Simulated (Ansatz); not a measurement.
# Zr2Cl: the cost of one run

Computed with Ansatz 0.2.0 (DFT PBE, scalar-relativistic, plane waves, PAW, unless a step's input says otherwise).

## (1) The system as given

The structure is cubic, space group Fd-3m (No. 227). The conventional cell has a = 8.653 Å, b = 8.653 Å, c = 8.653 Å, α = 90.00°, β = 90.00°, γ = 90.00°. Around Zr (site symmetry -3m) lie 6 Zr at 3.06 Å and 6 Cl at 3.59 Å. Around Cl (site symmetry -43m) lie 12 Zr at 3.59 Å.

As a file:

```cif
data_structure
_symmetry_space_group_name_H-M 'Fd-3m:1'
_symmetry_Int_Tables_number 227
_cell_length_a 8.6530
_cell_length_b 8.6530
_cell_length_c 8.6530
_cell_angle_alpha 90.000
_cell_angle_beta 90.000
_cell_angle_gamma 90.000
_cell_volume 647.89
loop_
_atom_site_label
_atom_site_type_symbol
_atom_site_symmetry_multiplicity
_atom_site_Wyckoff_symbol
_atom_site_fract_x
_atom_site_fract_y
_atom_site_fract_z
_atom_site_occupancy
Zr1 Zr 16 d 0.12500 0.62500 0.12500 1
Cl1 Cl 8 a 0.50000 0.00000 0.50000 1
```

Recipe of the guess: species swapped into a database cell of SmMg2 (Fd-3m, No. 227), with Cl on the Sm sites and Zr on the Mg sites. Lengths come from tabulated atomic sizes and are only a guess.

## (2) Probe: one point on a coarse mesh

input.yaml

```yaml
crystal:
  lattice:
    - [0.0, 4.32651192, 4.32651192]
    - [4.32651192, 0.0, 4.32651192]
    - [4.32651192, 4.32651192, 0.0]
  atoms:
    - { symbol: Zr, position: [0.125, 0.125, 0.125] }
    - { symbol: Zr, position: [0.625, 0.125, 0.125] }
    - { symbol: Zr, position: [0.125, 0.625, 0.125] }
    - { symbol: Zr, position: [0.125, 0.125, 0.625] }
    - { symbol: Cl, position: [0.5, 0.5, 0.5] }
    - { symbol: Cl, position: [0.75, 0.75, 0.75] }
basis:
  ecutwfc: 420
kpoints:
  mp_grid: { grid: [4, 4, 4] }
hamiltonian:
  xc: pbe
scf:
  occupations: { method: gaussian, width: 0.1 }
  lower_state_search: "off"
output:
  forces: true
  stress: true
  eigenvalues: true
```

Run with:

```
$ ansatz run input.yaml --threads 1 --pin off --max-ram 2560MiB --backend cpu --events-out ev --progress --plain --runs-dir out
```

**Question.** How long does this run take on 1 thread of Intel Xeon at 2.50GHz (Skylake/Cascade Lake), shared host, and how much memory does it need?

About 8.1 s, with a peak of 0.43 GiB.
